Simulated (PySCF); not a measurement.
**A diatomic session: GaH+**

An exercise on one series of results from a longer session: the logs are not shown, and one member is left open.

The runs use PySCF 2.14.0; Ga cc-pVDZ-PP with ECP10, H cc-pVDZ, scalar-relativistic core potentials.

The first run:

A driver script around PySCF takes these settings:

| Quantity | Value |
| --- | --- |
| atoms | Ga, H |
| charge | 1 |
| basis | Ga cc-pVDZ-PP with ECP10, H cc-pVDZ |
| Hamiltonian | scalar-relativistic core potentials |
| basis functions | 28 |
| electrons treated | 21 |
| masses in u | 68.9256, 1.0078 |
| levels | PBE0, PBE, r²SCAN, B2PLYP, TPSSh, revPBE, HF, MP2, SCS-MP2, CCSD, CCSD(T) |
| grid | 80 radial by 434 angular points |
| occupations | held fixed by the projection of orbital angular momentum |
| dissociation limit | Ga+ + H, each in its ground configuration |
| starting distance in angstrom | 1.625 |
| values of 2S to try | 1, 3 |

On the command line:

```
OMP_NUM_THREADS=1 python dia.py task.json out
```

Steps of the session up to this table: Set-up; The PBE0 curve of the state that the search chose; Excited determinants; PBE; r²SCAN; B2PLYP (double hybrid); TPSSh (hybrid meta-GGA); revPBE; UHF; Adding correlation.

One of the session's tables, all rows but one given; the rest of the session is left out.

It belongs to the step «The curves together». Energy (eV) from each level's lowest point:

```
R (Å)    UHF  UHF-MP2  UHF-SCS-MP2  UHF-CCSD  UHF-CCSD(T)
1.459  0.185    0.149        0.153       n/a          n/a
1.526  0.065    0.042        0.044     0.076        0.075
1.594      ?        ?            ?         ?            ?
1.645  0.000    0.000        0.000     0.000        0.000
1.696  0.005    0.016        0.016     0.002        0.002
1.747  0.020    0.042        0.042     0.016        0.016
1.815  0.047    0.084        0.084     0.045        0.046
1.899  0.082    0.135        0.135     0.089        0.091
2.001  0.114    0.181        0.181     0.140        0.143
2.137  0.138    0.216        0.212       n/a          n/a
```

Q: Estimate the row for R (Å) = 1.594 from the others.

Worked estimate for «UHF». A straight line through the neighbours (1.526, 0.065) and (1.645, 0.000) gives 0.065 + (0.000 − 0.065) × (1.594 − 1.526) / (1.645 − 1.526) = 0.028; a parabola fitted to 4 rows on both sides gives 0.007.

As computed: UHF: 0.011; UHF-MP2: 0.001; UHF-SCS-MP2: 0.002; UHF-CCSD: 0.016; UHF-CCSD(T): 0.016. In «UHF» the line misses by +0.017 and the parabola by -0.004.

State 2 has its PBE0 minimum 6.16 eV higher. The other levels ran on the lowest alone.
